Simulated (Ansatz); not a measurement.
**C2H6GaSb: how energies converge with the basis set**

The task here is to estimate one member of a computed series from the others.

Computed with Ansatz 0.2.0, Gaussian basis. Level: one geometry, several basis sets.

Plan: PBE0-D4/def2-SVP; ωB97M-V/def2-SVP; PBE0-D4/def2-QZVPP; ωB97M-V/def2-QZVPP; the functionals' def2-TZVPP values are taken from earlier runs.

## Structure used throughout

All runs share one geometry, relaxed beforehand with PBE0-D4 in a triple-zeta def2 set. Sb takes the def2 core potential; no spin-orbit term is included.

SMILES `[CH3][Sb]1[CH2][GaH]1`, 10 atoms, charge 0, spin multiplicity 1.

Atoms are counted from 1 here; the program's logs count them from 0.

Bond lengths: C1–Sb2 2.184 Å, C1–H5 1.090 Å, C1–H6 1.091 Å, C1–H7 1.090 Å, Sb2–C3 2.255 Å, Sb2–Ga4 2.564 Å, C3–Ga4 1.946 Å, C3–H8 1.088 Å, C3–H9 1.090 Å, Ga4–H10 1.552 Å. Angles: Sb2–C1–H5 107.9°, Sb2–C1–H6 112.6°, Sb2–C1–H7 109.2°, H5–C1–H6 108.6°, H5–C1–H7 109.4°, H6–C1–H7 109.1°, C1–Sb2–C3 93.0°, C1–Sb2–Ga4 89.5°, C3–Sb2–Ga4 47.1°, Sb2–C3–Ga4 74.8°, Sb2–C3–H8 114.6°, Sb2–C3–H9 110.5°, Ga4–C3–H8 123.0°, Ga4–C3–H9 116.9°, H8–C3–H9 111.3°, Sb2–Ga4–C3 58.1°, Sb2–Ga4–H10 157.0°, C3–Ga4–H10 144.4°.

The first run:

Input file in.yaml:

```yaml
crystal:
  periodic: [false, false, false]
  atoms:
    - {symbol: C, position_ang: [0.521666, 1.649505, -0.223085]}
    - {symbol: Sb, position_ang: [0.981759, 0.067053, 1.210685]}
    - {symbol: C, position_ang: [-0.909166, -1.068993, 0.742199]}
    - {symbol: Ga, position_ang: [0.392601, -1.684022, -0.566447]}
    - {symbol: H, position_ang: [-0.032043, 2.427826, 0.302869]}
    - {symbol: H, position_ang: [-0.083810, 1.295059, -1.058404]}
    - {symbol: H, position_ang: [1.451689, 2.065776, -0.609139]}
    - {symbol: H, position_ang: [-1.760560, -0.443796, 0.483146]}
    - {symbol: H, position_ang: [-1.153653, -1.753577, 1.553752]}
    - {symbol: H, position_ang: [0.591506, -2.554822, -1.835586]}
basis:
  gaussian: {orbitals: def2-SVP}
hamiltonian: {xc: pbe0, dispersion: d4}
output: {orbitals: {seedname: orbitals}}
```

On the command line:

```console
ansatz run in.yaml --threads 4 --pin off --events-out ev --progress --plain --max-ram 10444MiB
```

Steps of the session up to this table: PBE0-D4 in def2-SVP; ωB97M-V in def2-SVP; PBE0-D4 in def2-QZVPP; ωB97M-V in def2-QZVPP.

One of the session's tables, all rows but one given; the rest of the session is left out.

It belongs to the step «Density functionals: the series». 

| functional | basis | HOMO (eV) | LUMO (eV) |
| --- | --- | --- | --- |
| PBE0-D4 | def2-SVP | -5.55 | -1.66 |
| PBE0-D4 | def2-TZVPP | -5.58 | -1.71 |
| PBE0-D4 | def2-QZVPP | -5.59 | -1.75 |
| ωB97M-V | def2-SVP | ? | ? |
| ωB97M-V | def2-TZVPP | -7.48 | -0.03 |
| ωB97M-V | def2-QZVPP | -7.49 | -0.15 |

**Question.** Estimate the row for ωB97M-V, def2-SVP.

**Answer.** HOMO (eV): -7.45; LUMO (eV): 0.06. In the column «HOMO (eV)» it lies between ωB97M-V, def2-TZVPP (-7.48) and PBE0-D4, def2-QZVPP (-5.59).
